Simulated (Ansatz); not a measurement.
CH₄OSSi, SMILES O[SiH]1CS1, a rigid scan of one bond angle

Computed with the Python package of Ansatz (0.2.0).

Notebook, run cell by cell (the value of a cell's last expression is shown):

In [1]:
```python
import ansatz as az
from ase import Atoms

atoms = Atoms(["O", "Si", "C", "S", "H", "H", "H", "H"], positions=[
    [-1.4998, 1.0579, -0.164],
    [-0.076, 0.6732, 0.4219],
    [0.453, -1.0279, 0.2562],
    [0.9028, -0.3845, -1.2687],
    [-1.6651, 0.8889, -1.1351],
    [0.8499, 1.8235, 0.6554],
    [1.3706, -1.3103, 0.8744],
    [-0.2432, -1.7779, 0.3041],
])
```

In [2]:
```python
# relax first, so that the scan starts from a minimum
first = (
    az.Crystal.molecule_from_ase(atoms).calculation()
    .basis(gaussian="cc-pVDZ")
    .functional("B3LYP")
    .relax(force_tolerance=0.02, max_steps=80)
)
atoms.positions = first.run(threads=1, backend="cpu").report["positions_ang"]
```

In [3]:
```python
rows = []
for angle in [90, 100, 110, 120, 135, 150, 165, 179]:
    bent = atoms.copy()
    bent.set_angle(1, 0, 4, angle, indices=[4])
    calculation = (
        az.Crystal.molecule_from_ase(bent).calculation()
        .basis(gaussian="cc-pVDZ")
        .functional("B3LYP")
    )
    rows.append((angle, calculation.run(threads=1, backend="cpu").report["free_energy_ev"]))
floor = min(e for _, e in rows)
for angle, e in rows:
    print(f"angle Si1-O0-H4 = {angle:3d} deg   {1000 * (e - floor):9.1f} meV")
```
```text
angle Si1-O0-H4 =  90 deg       297.3 meV
angle Si1-O0-H4 = 100 deg        94.6 meV
angle Si1-O0-H4 = 110 deg         4.4 meV
angle Si1-O0-H4 = 120 deg         0.0 meV
angle Si1-O0-H4 = 135 deg       101.7 meV
angle Si1-O0-H4 = 150 deg       263.8 meV
angle Si1-O0-H4 = 165 deg       414.3 meV
angle Si1-O0-H4 = 179 deg       494.5 meV
```

Reading the output:
- The scan is rigid, and the energies are electronic, in a modest basis. The zero is the lowest point of the grid, which needn't be the minimum.
- b3lyp holds the VWN-RPA fit, as in Gaussian; the form of ORCA and Turbomole is b3lyp5.
- Run time: 64 s on 1 thread of Arm Neoverse V2, with other jobs on the host, peak memory 0.24 GiB.
